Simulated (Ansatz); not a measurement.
# CH4NSb: small, medium and large basis sets

One table from this session's results is given with a row withheld; the runs are named, their logs left out.

Method: one geometry, several basis sets; program: Ansatz 0.2.0, Gaussian basis.

Plan: PBE0-D4/def2-SVP; ωB97M-V/def2-SVP; PBE0-D4/def2-QZVPP; ωB97M-V/def2-QZVPP; the functionals' def2-TZVPP values are taken from earlier runs.

## The geometry

An earlier PBE0-D4 in a triple-zeta def2 set relaxation fixed the geometry. Sb takes the def2 core potential; no spin-orbit term is included.

SMILES `C=[N][SbH2]`, 7 atoms, charge 0, spin multiplicity 1.

Atoms are counted from 1 here; the program's logs count them from 0.

Bond lengths: C1–N2 1.257 Å, C1–H4 1.098 Å, C1–H5 1.101 Å, N2–Sb3 2.060 Å, Sb3–H6 1.710 Å, Sb3–H7 1.724 Å. Angles: N2–C1–H4 119.0°, N2–C1–H5 125.5°, H4–C1–H5 115.5°, C1–N2–Sb3 120.6°, N2–Sb3–H6 92.7°, N2–Sb3–H7 96.4°, H6–Sb3–H7 91.3°.

The first run:

Contents of in.yaml:

```yaml
crystal:
  periodic: [false, false, false]
  atoms:
    - {symbol: C, position_ang: [-0.849676, -0.543173, -0.782752]}
    - {symbol: N, position_ang: [-0.689448, -0.524965, 0.464134]}
    - {symbol: Sb, position_ang: [1.140567, -0.043096, 1.278476]}
    - {symbol: H, position_ang: [-1.822898, -0.845631, -1.190222]}
    - {symbol: H, position_ang: [-0.088236, -0.269321, -1.529519]}
    - {symbol: H, position_ang: [0.578305, 1.466029, 1.851996]}
    - {symbol: H, position_ang: [1.792586, 0.692257, -0.137914]}
basis:
  gaussian: {orbitals: def2-SVP}
hamiltonian: {xc: pbe0, dispersion: d4}
output: {orbitals: {seedname: orbitals}}
```

Started as:

```console
$ ansatz run in.yaml --threads 2 --pin off --events-out ev --progress --plain --max-ram 4352MiB
```

Among the steps run: PBE0-D4 in def2-SVP; ωB97M-V in def2-SVP; PBE0-D4 in def2-QZVPP; ωB97M-V in def2-QZVPP.

One of the session's tables, all rows but one given; the rest of the session is left out.

It belongs to the step «Functionals by basis». 

```
functional       basis  HOMO (eV)
   PBE0-D4    def2-SVP      -6.80
   PBE0-D4  def2-TZVPP      -6.94
   PBE0-D4  def2-QZVPP      -6.96
   ωB97M-V    def2-SVP          ?
   ωB97M-V  def2-TZVPP      -9.12
   ωB97M-V  def2-QZVPP      -9.14
```

**Question.** Estimate the row for ωB97M-V, def2-SVP.

The run gave: HOMO (eV): -8.97. In the column «HOMO (eV)» it lies between ωB97M-V, def2-TZVPP (-9.12) and PBE0-D4, def2-QZVPP (-6.96).
